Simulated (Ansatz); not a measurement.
## C2H4BFO, SMILES OC1(F)BC1: a rigid torsion scan, step by step

With Ansatz 0.2.0, Python API.

Run as a notebook:

In [1]:
```python
import ansatz as az
from ase import Atoms
```

In [2]:
```python
atoms = Atoms(['O', 'C', 'F', 'B', 'C', 'H', 'H', 'H', 'H'], positions=[
    [-0.9939, -0.1097, 1.2999],
    [0.0301, 0.3123, 0.4809],
    [0.7065, 1.4511, 0.8283],
    [0.975, -0.8974, -0.0944],
    [-0.1046, 0.0224, -0.9692],
    [-1.6633, 0.7242, 1.2769],
    [1.6965, -1.7947, 0.0285],
    [0.4676, 0.7324, -1.6472],
    [-1.0253, -0.4869, -1.2208],
])

first = (
    az.Crystal.molecule_from_ase(atoms).calculation()
    .basis(gaussian='def2-SVP')
    .functional('r2SCAN')
    .relax(force_tolerance=0.02, max_steps=80)
)
atoms.positions = first.run().report['positions_ang']
```

In [3]:
```python
start = atoms.get_dihedral(2, 1, 0, 5)
energies = {}
for turn in range(0, 360, 30):
    turned = atoms.copy()
    turned.set_dihedral(2, 1, 0, 5, start + turn, indices=[0, 5])
    calculation = (
        az.Crystal.molecule_from_ase(turned).calculation()
        .basis(gaussian='def2-SVP')
        .functional('r2SCAN')
    )
    energies[round((start + turn) % 360)] = calculation.run().report['free_energy_ev']
floor = min(energies.values())
print('dihedral F2-C1-O0-H5 (deg)   E - E(min) (kcal/mol)')
for angle, e in sorted(energies.items()):
    print(f'{angle:8d} {23.060548 * (e - floor):14.3f}  ' + '#' * int(30 * (e - floor) / max(max(energies.values()) - floor, 1e-9)))
```
```text
dihedral F2-C1-O0-H5 (deg)   E - E(min) (kcal/mol)
      15          5.146  #################
      45          1.927  ######
      75          0.183
     105          1.977  ######
     135          5.835  ###################
     165          8.774  #############################
     195          8.829  ##############################
     225          5.780  ###################
     255          1.695  #####
     285          0.000
     315          2.031  ######
     345          5.258  #################
```

What to keep in mind:
- These settings explore the input space; basis and method may be short of convergence.
- The scan is rigid and the energies are electronic, in a modest basis. With rigid groups the curve can differ much from the relaxed path, the start wasn't checked as a minimum of this torsion, and equivalent turns needn't return to the same energy.
- The whole script took 77 s on 1 thread of Arm Neoverse V2, with other jobs on the host, peak memory 0.23 GiB.
